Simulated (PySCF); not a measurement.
FGaSiClH3, in a box:

```xyz
7
Lattice="14.0000 0.0000 0.0000 0.0000 14.0000 0.0000 0.0000 0.0000 12.0000" Properties=species:S:1:pos:R:3 pbc="T T T"
F     7.3862    4.7232    6.5417
Ga    6.6854    6.1641    5.7708
Si    7.8914    8.2880    5.7870
Cl    4.8506    5.8405    4.7905
H     7.1051    9.2842    5.0412
H     8.1259    8.6739    7.1662
H     9.2647    8.0861    5.1760
```

The cell isn't the ideal one: atoms moved at random, drawn with an rms of 0.05 Å.

Base run:

* Program: PySCF 2.14.0
* Functional: CAM-B3LYP
* Dispersion: D3
* Potentials or basis: def2-svp (all-electron)
* k mesh: 1 × 1 × 1
* Occupations: fixed
* Spin: no spin polarisation

Its results: gap between the frontier levels 9.02 eV.

Task: The run is repeated on the same cell with these changes: functional from CAM-B3LYP to M06-L. What comes out?

Result: Gap between the frontier levels 5.37 eV.

Caveats: this is a molecule in a periodic box at the Γ point, so its band gap is the HOMO-LUMO gap; relativity is left out, which matters for the heavier elements; the basis of atomic orbitals isn't converged, which shifts pressures, moduli and gaps.

